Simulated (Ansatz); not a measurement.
# Sr4HfO: the cost of one run

Program: Ansatz 0.2.0. Level of theory: DFT PBE, scalar-relativistic, plane waves, PAW. These are calculated values, not measurements.

## Step 1: The starting structure

The structure is tetragonal, space group P4/mmm (No. 123). The conventional cell has a = 4.453 Å, b = 4.453 Å, c = 7.294 Å, α = 90.00°, β = 90.00°, γ = 90.00°. Sr (site symmetry 4mm) has 1 O at 2.16 Å as nearest neighbours. Around Sr (site symmetry mmm) lie 2 O at 2.23 Å. Hf (site symmetry 4/mmm) is surrounded by 8 Sr at 3.48 Å. O (site symmetry 4/mmm) is surrounded by 6 Sr at 2.16 to 2.23 Å.

Coordinates:

```
CELL_PARAMETERS angstrom
4.45311 0.00000 0.00000
0.00000 4.45311 0.00000
0.00000 0.00000 7.29374
ATOMIC_POSITIONS crystal
Sr 0.50000 0.50000 0.79595
Sr 0.50000 0.50000 0.20405
Sr 0.50000 0.00000 0.50000
Sr 0.00000 0.50000 0.50000
Hf 0.00000 0.00000 0.00000
O 0.50000 0.50000 0.50000
```

A structure generator made this guess: species swapped into a database cell of RbFeF4 (P4/mmm, No. 123), with Hf on the Rb sites, O on the Fe sites and Sr on the F sites. Its size is a rough estimate.

## Step 2: Probe: one point on a coarse mesh

input.yaml

```yaml
crystal:
  lattice:
    - [4.45311069, 0.0, 0.0]
    - [0.0, 4.45311069, 0.0]
    - [0.0, 0.0, 7.2937446]
  atoms:
    - { symbol: Sr, position: [0.5, 0.5, 0.79594815] }
    - { symbol: Sr, position: [0.5, 0.5, 0.20405185] }
    - { symbol: Sr, position: [0.5, 0.0, 0.5] }
    - { symbol: Sr, position: [0.0, 0.5, 0.5] }
    - { symbol: Hf, position: [0.0, 0.0, 0.0] }
    - { symbol: O, position: [0.5, 0.5, 0.5] }
basis:
  ecutwfc: 420
kpoints:
  mp_grid: { grid: [4, 4, 4] }
hamiltonian:
  xc: pbe
scf:
  occupations: { method: gaussian, width: 0.1 }
  lower_state_search: "off"
output:
  forces: true
  stress: true
  eigenvalues: true
```

The run is started by

```sh
$ ansatz run input.yaml --threads 1 --pin off --max-ram 2560MiB --backend cpu --events-out ev --progress --plain --runs-dir out
```

What time and memory should one allow on 1 thread of Intel Xeon at 2.70GHz, shared host?

About 7.3 s, with a peak of 0.45 GiB.
